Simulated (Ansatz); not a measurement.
# C2H5ClSi: geometry optimisation

The task: find the minimum of C2H5ClSi nearest to the start.

Computed with Ansatz 0.2.0. Level: RHF/def2-SVPD.

1 further run of the same task is left out (set aside as unsound or not needed).

## 1. The system as given

SMILES `[SiH3]C=CCl`, 9 atoms, charge 0, spin multiplicity 1.

Atoms are counted from 1 here; the program's logs count them from 0.

Bond lengths: Si1–C2 1.885 Å, Si1–H5 1.502 Å, Si1–H6 1.502 Å, Si1–H7 1.502 Å, C2–C3 1.343 Å, C2–H8 1.103 Å, C3–Cl4 1.750 Å, C3–H9 1.100 Å. Angles: C2–Si1–H5 110.6°, C2–Si1–H6 108.2°, C2–Si1–H7 110.6°, H5–Si1–H6 109.2°, H5–Si1–H7 108.9°, H6–Si1–H7 109.2°, Si1–C2–C3 125.1°, Si1–C2–H8 119.7°, C3–C2–H8 115.2°, C2–C3–Cl4 122.9°, C2–C3–H9 125.1°, Cl4–C3–H9 112.0°.

Geometry (Å):

```xyz
9
charge 0, multiplicity 1
Si   -0.9474    0.3322    0.8558
C     0.2266   -0.7192   -0.1787
C     1.1407   -0.2374   -1.0370
Cl    1.3721    1.4748   -1.3175
H    -1.8284    1.1668   -0.0296
H    -1.8023   -0.5891    1.6778
H    -0.1765    1.2405    1.7710
H     0.1895   -1.8191   -0.1005
H     1.8256   -0.8494   -1.6414
```

## 2. Relaxation

input.yaml reads:

```yaml
crystal:
  periodic: [false, false, false]
  atoms:
    - { symbol: Si, position_ang: [-0.947401, 0.332197, 0.855837] }
    - { symbol: C, position_ang: [0.22665, -0.719173, -0.178671] }
    - { symbol: C, position_ang: [1.140693, -0.237387, -1.036957] }
    - { symbol: Cl, position_ang: [1.372094, 1.474792, -1.317497] }
    - { symbol: H, position_ang: [-1.828442, 1.166776, -0.029649] }
    - { symbol: H, position_ang: [-1.802266, -0.58913, 1.677816] }
    - { symbol: H, position_ang: [-0.176452, 1.240456, 1.770994] }
    - { symbol: H, position_ang: [0.189501, -1.819087, -0.100456] }
    - { symbol: H, position_ang: [1.825623, -0.849445, -1.641426] }
basis:
  gaussian: { orbitals: def2-SVPD }
hamiltonian:
  xc: hf
output:
  forces: true
relax:
  f_tol: 0.003
  max_steps: 120
```

The run is started by

```sh
ansatz run input.yaml --threads 1 --pin off --max-ram 2560MiB --backend cpu --events-out ev --progress --plain --runs-dir out
```

What it wrote:

```text
Warning: RAYON_NUM_THREADS=1 ignored (pool sized by the plan → 1); use --threads N
The last accepted step is kept in <dir> (removed where the run ends without a failure and the disk answers)
Engine: ansatz 0.2.0, x86_64-unknown-linux-gnu
Functional definition: HF
  exchange = exact_x
  correlation = 0
1371 factors; integrals over basis functions are off by at most 2.2e-4 eV
mean field evaluation 1: about -22495.5319 eV, gradient 2.2e1 eV
mean field evaluation 2: about -22495.5732 eV, gradient 2.2e1 eV
mean field evaluation 4: about -22497.3615 eV, gradient 3.5e0 eV
mean field evaluation 8: about -22497.4131 eV, gradient 6.3e-4 eV
mean field -22497.41311904 eV, -826.7646828303 hartree, gradient 1.3e-5 eV, S^2 0.000000; 0 other end points of the search recorded, 0 dependent functions left out
the calculation of the forces begins
reference -22497.41311904 eV, -826.7646828303 hartree; 24, 24 occupied and 107, 107 virtual orbitals, 1371 factors
relax step   1: F+E_penalty+E_count = -22497.41311904 eV  Δ(F+E_penalty+E_count) = +0.000e0 eV  max|allowed force component| = 1.043e0 eV/Å  Δτ_max = 0.0000 Å  (33 SCF iters, accepted)
these checks for a lower state are left out or cut short: starts, cluster_reference, orbital_swaps, neighbouring_geometries, increment
1371 factors; integrals over basis functions are off by at most 2.1e-4 eV
mean field evaluation 16: about -22497.4597 eV, gradient 9.8e-4 eV
mean field -22497.45967195 eV, -826.7663936182 hartree, gradient 1.2e-5 eV, S^2 0.000000; 0 other end points of the search recorded, 0 dependent functions left out
the calculation of the forces begins
reference -22497.45967195 eV, -826.7663936182 hartree; 24, 24 occupied and 107, 107 virtual orbitals, 1371 factors
relax step   2: F+E_penalty+E_count = -22497.45967195 eV  Δ(F+E_penalty+E_count) = -4.655e-2 eV  max|allowed force component| = 1.866e-1 eV/Å  Δτ_max = 0.0294 Å  (34 SCF iters, accepted)
these checks for a lower state are left out or cut short: starts, cluster_reference, orbital_swaps, neighbouring_geometries, increment
1371 factors; integrals over basis functions are off by at most 2.1e-4 eV
mean field -22497.46191533 eV, -826.7664760609 hartree, gradient 1.1e-5 eV, S^2 0.000000; 0 other end points of the search recorded, 0 dependent functions left out
the calculation of the forces begins
reference -22497.46191533 eV, -826.7664760609 hartree; 24, 24 occupied and 107, 107 virtual orbitals, 1371 factors
relax step   3: F+E_penalty+E_count = -22497.46191533 eV  Δ(F+E_penalty+E_count) = -2.243e-3 eV  max|allowed force component| = 2.937e-2 eV/Å  Δτ_max = 0.0185 Å  (35 SCF iters, accepted)
these checks for a lower state are left out or cut short: starts, cluster_reference, orbital_swaps, neighbouring_geometries, increment
1371 factors; integrals over basis functions are off by at most 2.1e-4 eV
mean field evaluation 32: about -22497.4621 eV, gradient 1.1e-5 eV
mean field -22497.46206921 eV, -826.7664817160 hartree, gradient 1.1e-5 eV, S^2 0.000000; 0 other end points of the search recorded, 0 dependent functions left out
the calculation of the forces begins
reference -22497.46206921 eV, -826.7664817160 hartree; 24, 24 occupied and 107, 107 virtual orbitals, 1371 factors
relax step   4: F+E_penalty+E_count = -22497.46206921 eV  Δ(F+E_penalty+E_count) = -1.539e-4 eV  max|allowed force component| = 2.471e-2 eV/Å  Δτ_max = 0.0104 Å  (34 SCF iters, accepted)
these checks for a lower state are left out or cut short: starts, cluster_reference, orbital_swaps, neighbouring_geometries, increment
1371 factors; integrals over basis functions are off by at most 2.1e-4 eV
mean field -22497.46210347 eV, -826.7664829749 hartree, gradient 1.1e-5 eV, S^2 0.000000; 0 other end points of the search recorded, 0 dependent functions left out
the calculation of the forces begins
reference -22497.46210347 eV, -826.7664829749 hartree; 24, 24 occupied and 107, 107 virtual orbitals, 1371 factors
relax step   5: F+E_penalty+E_count = -22497.46210347 eV  Δ(F+E_penalty+E_count) = -3.426e-5 eV  max|allowed force component| = 2.400e-2 eV/Å  Δτ_max = 0.0056 Å  (35 SCF iters, accepted)
these checks for a lower state are left out or cut short: starts, cluster_reference, orbital_swaps, neighbouring_geometries, increment
1371 factors; integrals over basis functions are off by at most 2.1e-4 eV
mean field -22497.46216078 eV, -826.7664850812 hartree, gradient 1.3e-5 eV, S^2 0.000000; 0 other end points of the search recorded, 0 dependent functions left out
the calculation of the forces begins
reference -22497.46216078 eV, -826.7664850812 hartree; 24, 24 occupied and 107, 107 virtual orbitals, 1371 factors
relax step   6: F+E_penalty+E_count = -22497.46216078 eV  Δ(F+E_penalty+E_count) = -5.732e-5 eV  max|allowed force component| = 1.520e-3 eV/Å  Δτ_max = 0.0021 Å  (26 SCF iters, accepted)
1371 factors; integrals over basis functions are off by at most 2.1e-4 eV
mean field -22497.46216078 eV, -826.7664850812 hartree, gradient 1.3e-5 eV, S^2 0.000000; 1 other end points of the search recorded, 0 dependent functions left out
the calculation of the forces begins
reference -22497.46216078 eV, -826.7664850812 hartree; 24, 24 occupied and 107, 107 virtual orbitals, 1371 factors
Total energy: -22497.46216078 eV, -826.7664850812 hartree
Atom 0 at    -0.953139     0.339864     0.860715 Å, force     0.000403    -0.000521    -0.000411 eV/Å
Atom 1 at     0.235260    -0.692571    -0.187911 Å, force    -0.000231     0.000819     0.000174 eV/Å
Atom 2 at     1.139862    -0.240463    -1.036052 Å, force     0.000175     0.000050     0.000158 eV/Å
Atom 3 at     1.407900     1.455719    -1.350314 Å, force    -0.000421    -0.001520     0.000295 eV/Å
Atom 4 at    -1.839863     1.154440     0.000217 Å, force     0.000076     0.000043    -0.000064 eV/Å
Atom 5 at    -1.777013    -0.602076     1.654974 Å, force     0.000012    -0.000086     0.000054 eV/Å
Atom 6 at    -0.206226     1.226735     1.780410 Å, force     0.000019     0.000015     0.000007 eV/Å
Atom 7 at     0.193200    -1.774502    -0.105662 Å, force    -0.000347     0.000466     0.000190 eV/Å
Atom 8 at     1.800018    -0.867148    -1.616387 Å, force     0.000315     0.000734    -0.000403 eV/Å
Dipole moment:    -0.005271    -0.342134     0.018648 e Å
```

Wall time 22 s (1 thread of Intel Xeon Platinum 8488C (Sapphire Rapids), shared host); peak memory 0.31 GiB.

The steps of the relaxation:

```
step  energy from step 1 (eV)  largest force component (eV/Å)
   1                   0.0000                          1.0433
   2                  -0.0466                          0.1866
   3                  -0.0488                          0.0294
   4                  -0.0490                          0.0247
   5                  -0.0490                          0.0240
   6                  -0.0490                          0.0015
```

Close pairs (by a distance rule), those that changed most:

```
  bond  before (Å)  after (Å)  change (Å)
 C2–C3       1.343      1.320      -0.023
Si1–H5       1.502      1.480      -0.022
Si1–H7       1.502      1.480      -0.022
 C3–H9       1.100      1.080      -0.020
Si1–H6       1.502      1.482      -0.020
 C2–H8       1.103      1.086      -0.017
Si1–C2       1.885      1.892      +0.006
C3–Cl4       1.750      1.746      -0.005
```

## 3. What came out

| quantity | value |
| --- | --- |
| energy gained | 0.0490 eV |
| root mean square move | 0.035 Å |
| dipole moment | 1.65 D |

**Reading.** Bond lengths: Si1–C2 1.892 Å, Si1–H5 1.480 Å, Si1–H6 1.482 Å, Si1–H7 1.480 Å, C2–C3 1.320 Å, C2–H8 1.086 Å, C3–Cl4 1.746 Å, C3–H9 1.080 Å. Angles: C2–Si1–H5 110.8°, C2–Si1–H6 107.4°, C2–Si1–H7 110.8°, H5–Si1–H6 109.2°, H5–Si1–H7 109.5°, H6–Si1–H7 109.2°, Si1–C2–C3 126.9°, Si1–C2–H8 118.5°, C3–C2–H8 114.6°, C2–C3–Cl4 123.6°, C2–C3–H9 124.5°, Cl4–C3–H9 111.9°. No frequencies were computed here.
